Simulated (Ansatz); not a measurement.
# CH7BO2Si: the cost of one run

All numbers are computed with the Python package of Ansatz 0.2.0. The levels of theory stand in the script.

### Step 1. Starting point

Bond lengths: B1–O2 1.419 Å, O2–C3 1.411 Å, C3–O4 1.433 Å, O4–Si5 1.728 Å, B1–H6 1.193 Å, B1–H7 1.216 Å, C3–H8 1.066 Å, C3–H9 1.146 Å, Si5–H10 1.444 Å, Si5–H11 1.461 Å, Si5–H12 1.485 Å. Angles (14 of 17 angles, heavy atoms first): B1–O2–C3 108.6°, O2–C3–O4 108.1°, C3–O4–Si5 109.5°, O2–B1–H6 125.4°, O2–B1–H7 120.3°, O2–C3–H8 112.9°, O2–C3–H9 106.3°, O4–C3–H8 113.4°, O4–C3–H9 105.1°, O4–Si5–H10 110.9°, O4–Si5–H11 107.6°, O4–Si5–H12 106.4°, H6–B1–H7 114.2°, H8–C3–H9 110.6°.

No structure file is read: the coordinates are typed or built in the script.

### Step 2. Script

methods_ch7bo2si.py

```python
from pathlib import Path

import ansatz as az
from ase import Atoms
import numpy as np

atoms = Atoms(["B", "O", "C", "O", "Si", "H", "H", "H", "H", "H", "H", "H"], positions=[
    (-0.9646, 1.8374, 1.5523),
    (-0.5981, 0.467, 1.5545),
    (-0.1565, 0.1184, 0.2608),
    (0.3443, -1.2232, 0.308),
    (0.8567, -1.7048, -1.2699),
    (-0.2396, 2.7475, 1.8149),
    (-2.1028, 2.1679, 1.2815),
    (-0.9037, 0.2645, -0.4853),
    (0.7598, 0.7728, 0.0474),
    (-0.2079, -1.5336, -2.2308),
    (1.2569, -3.1081, -1.1956),
    (2.0325, -0.8612, -1.6038),
])
mol = az.Crystal.molecule_from_ase(atoms)

base = mol.calculation().basis(gaussian="def2-SVP")

print("functional    E (Ha)        dipole (D)   HOMO (eV)  LUMO (eV)")
for name in ["r2scan", "pbe", "cam_b3lyp", "blyp"]:
    summary = base.functional(name).forces().orbitals().run(threads=1, runs_dir="runs").report
    lines = Path(summary["orbitals_path"]).read_text().splitlines()
    field_of = lambda key: [line.split("=")[1].strip() for line in lines if line.startswith(key)]
    orbitals = [(27.211386 * float(e), s, float(n)) for e, s, n in zip(field_of("Ene="), field_of("Spin="), field_of("Occup="))]
    homo = max(e for e, _, n in orbitals if n > 0.5)
    lumo = min(e for e, _, n in orbitals if n < 0.5)
    dipole = 4.803205 * np.linalg.norm(summary["charge_distribution"]["dipole_moment_e_ang"])
    print(f"{name:10s} {summary['free_energy_ev'] / 27.211386246:14.6f} {dipole:9.3f} {homo:11.3f} {lumo:10.3f}")
```

### Step 3. Launch

On the command line:

```console
$ python methods_ch7bo2si.py
```

What time and memory should one allow on 1 thread of Arm Neoverse V1, shared host?

About 21 s, with a peak of 0.34 GiB.
